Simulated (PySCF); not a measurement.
# Ways to converge the SCF of RbB

Do solver options change the result for RbB, or only the number of cycles?

Program: PySCF 2.14.0. Level of theory: method and basis as typed in the scripts. These are calculated values, not measurements.

2 further runs of the same task are left out: 2 for a known fault of the program.

## Step 1: Where the work starts

RbB: 2 atoms, charge 0, spin multiplicity 1.

Bond lengths: Rb1–B2 2.875 Å.

## Step 2: The base run

The input, input.py:

```python
from pyscf import gto, scf, mp

mol = gto.M(
    atom='Rb 0 0 0; B 0 0 2.875',
    basis='crenbl',
    ecp={'Rb': 'crenbl', 'B': 'crenbl'},
    charge=0,
    spin=0,
    verbose=4,
)
mf = scf.UHF(mol)
mf.kernel()
mp.MP2(mf).kernel()
mf.dip_moment()
print('orbital energies (hartree):', [e[max(0, n-3):n+3].round(4) for e, n in zip(mf.mo_energy, mol.nelec)])
```

The run is started by

```
> OMP_NUM_THREADS=1 python input.py
```

Its log is not repeated here.

Base result: E(SCF) = -26.261125 Eh, 11 cycles, E(MP2) − E(SCF) = -0.07255 Eh, μ = 7.91 D (of the SCF density).

The bond length is a typed value, not an optimised one.

## Step 3: Initial guess hcore

Edit 1 changes initial guess: minao → hcore.

The input, input.py:

```python
from pyscf import gto, scf, mp

mol = gto.M(
    atom='Rb 0 0 0; B 0 0 2.875',
    basis='crenbl',
    ecp={'Rb': 'crenbl', 'B': 'crenbl'},
    charge=0,
    spin=0,
    verbose=4,
)
mf = scf.UHF(mol)
mf.init_guess = 'hcore'
mf.kernel()
mp.MP2(mf).kernel()
mf.dip_moment()
print('orbital energies (hartree):', [e[max(0, n-3):n+3].round(4) for e, n in zip(mf.mo_energy, mol.nelec)])
```

The run is started by

```
> OMP_NUM_THREADS=1 python input.py
```

## Step 4: Point-group symmetry on

Edit 2 changes point-group symmetry: off → on.

input.py: that of step 2 with these lines changed.

```diff
@@ -8,2 +8,3 @@
     spin=0,
+    symmetry=True,
     verbose=4,
```

## Step 5: DIIS space 2

Edit 3 changes DIIS space: default → 2.

input.py: that of step 2 with these lines changed.

```diff
@@ -11,2 +11,3 @@
 mf = scf.UHF(mol)
+mf.diis_space = 2
 mf.kernel()
```

## Step 6: Damping 0.8

Edit 4 changes damping: none → 0.8.

input.py: that of step 2 with these lines changed.

```diff
@@ -11,2 +11,4 @@
 mf = scf.UHF(mol)
+mf.damp = 0.8
+mf.diis_start_cycle = 8
 mf.kernel()
```

Before running it: what results should come out? Wanted: for each run, E(SCF); from base; gap; SCF dipole; after the SCF.

As calculated:

```csv
run,E(SCF) (hartree),from base (eV),cycles,gap (eV),SCF dipole (D),after the SCF
base,-26.261125,0,11,4.16,7.91,MP2 correlation -1.974 eV
initial guess hcore,-26.261125,0.0000,16,4.16,7.91,MP2 correlation -1.974 eV
point-group symmetry on,-26.261125,0.0000,11,4.16,7.91,MP2 correlation -1.974 eV
DIIS space 2,-26.261125,0.0000,22,4.16,7.91,MP2 correlation -1.974 eV
damping 0.8,-26.261125,0.0000,17,4.16,7.91,MP2 correlation -1.974 eV
```

Distance from each run's final energy (log10 hartree) by cycle:

```csv
run,cycle 1,cycle 2,cycle 3,cycle 5,cycle 8,cycle 12
base,-0.8,-1.4,-2.6,-4.1,-5.6,done
initial guess hcore,1.1,0.8,-0.3,-2.2,-4.6,-7.2
point-group symmetry on,-0.8,-1.4,-2.6,-4.1,-5.6,done
DIIS space 2,-0.8,-1.4,-2.6,-3.6,-6.5,-6.7
damping 0.8,-0.8,-1.2,-1.5,-2.0,-2.9,-4.1
```

**Reading.** No change of the SCF energy comes from initial guess hcore or point-group symmetry on or DIIS space 2 or damping 0.8. The base needs 11 cycles and the run with DIIS space 2 needs 22.
